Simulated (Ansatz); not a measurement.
**CH7OPSi: how energies converge with the basis set**

One table from this session's results is given with a row withheld; the runs are named, their logs left out.

The runs use Ansatz 0.2.0, Gaussian basis; one geometry, several basis sets.

The runs, in order: PBE0-D4/def2-SVP; ωB97M-V/def2-SVP; PBE0-D4/def2-QZVPP; ωB97M-V/def2-QZVPP; the functionals' def2-TZVPP values are taken from earlier runs.

## The relaxed structure

All runs share one geometry, relaxed beforehand with PBE0-D4 in a triple-zeta def2 set.

SMILES `OC[SiH2]P`, 11 atoms, charge 0, spin multiplicity 1.

Atoms are counted from 1 here; the program's logs count them from 0.

Bond lengths: O1–C2 1.418 Å, O1–H5 0.962 Å, C2–Si3 1.895 Å, C2–H6 1.100 Å, C2–H7 1.094 Å, Si3–P4 2.259 Å, Si3–H8 1.489 Å, Si3–H9 1.487 Å, P4–H10 1.423 Å, P4–H11 1.422 Å. Angles: C2–O1–H5 108.2°, O1–C2–Si3 113.2°, O1–C2–H6 111.7°, O1–C2–H7 106.4°, Si3–C2–H6 109.9°, Si3–C2–H7 108.9°, H6–C2–H7 106.5°, C2–Si3–P4 112.7°, C2–Si3–H8 109.8°, C2–Si3–H9 110.8°, P4–Si3–H8 107.5°, P4–Si3–H9 106.6°, H8–Si3–H9 109.2°, Si3–P4–H10 94.3°, Si3–P4–H11 94.4°, H10–P4–H11 93.9°.

The first run:

The input, in.yaml:

```yaml
crystal:
  periodic: [false, false, false]
  atoms:
    - {symbol: O, position_ang: [-1.619097, 0.784607, -0.511571]}
    - {symbol: C, position_ang: [-0.546645, 1.093336, 0.363131]}
    - {symbol: Si, position_ang: [0.452483, -0.430755, 0.884316]}
    - {symbol: P, position_ang: [1.172977, -1.645512, -0.878155]}
    - {symbol: H, position_ang: [-1.259574, 0.330930, -1.279305]}
    - {symbol: H, position_ang: [0.124227, 1.851169, -0.067055]}
    - {symbol: H, position_ang: [-0.993606, 1.544921, 1.253718]}
    - {symbol: H, position_ang: [1.652519, -0.005728, 1.657165]}
    - {symbol: H, position_ang: [-0.371491, -1.342459, 1.721380]}
    - {symbol: H, position_ang: [-0.112327, -1.726811, -1.482740]}
    - {symbol: H, position_ang: [1.565933, -0.510597, -1.640186]}
basis:
  gaussian: {orbitals: def2-SVP}
hamiltonian: {xc: pbe0, dispersion: d4}
output: {orbitals: {seedname: orbitals}}
```

Run with:

```sh
> ansatz run in.yaml --threads 4 --pin off --events-out ev --progress --plain --max-ram 10444MiB
```

Steps of the session up to this table: PBE0-D4 in def2-SVP; ωB97M-V in def2-SVP; PBE0-D4 in def2-QZVPP; ωB97M-V in def2-QZVPP.

One of the session's tables, all rows but one given; the rest of the session is left out.

It belongs to the step «Functionals by basis». 

| functional | basis | HOMO (eV) | LUMO (eV) |
| --- | --- | --- | --- |
| PBE0-D4 | def2-SVP | -7.32 | 0.63 |
| PBE0-D4 | def2-TZVPP | ? | ? |
| PBE0-D4 | def2-QZVPP | -7.45 | -0.09 |
| ωB97M-V | def2-SVP | -9.49 | 2.54 |
| ωB97M-V | def2-TZVPP | -9.59 | 1.79 |
| ωB97M-V | def2-QZVPP | -9.62 | 1.26 |

Estimate the missing values for PBE0-D4, def2-TZVPP.

As computed: HOMO (eV): -7.42; LUMO (eV): 0.16. In the column «HOMO (eV)» it lies between PBE0-D4, def2-QZVPP (-7.45) and PBE0-D4, def2-SVP (-7.32).
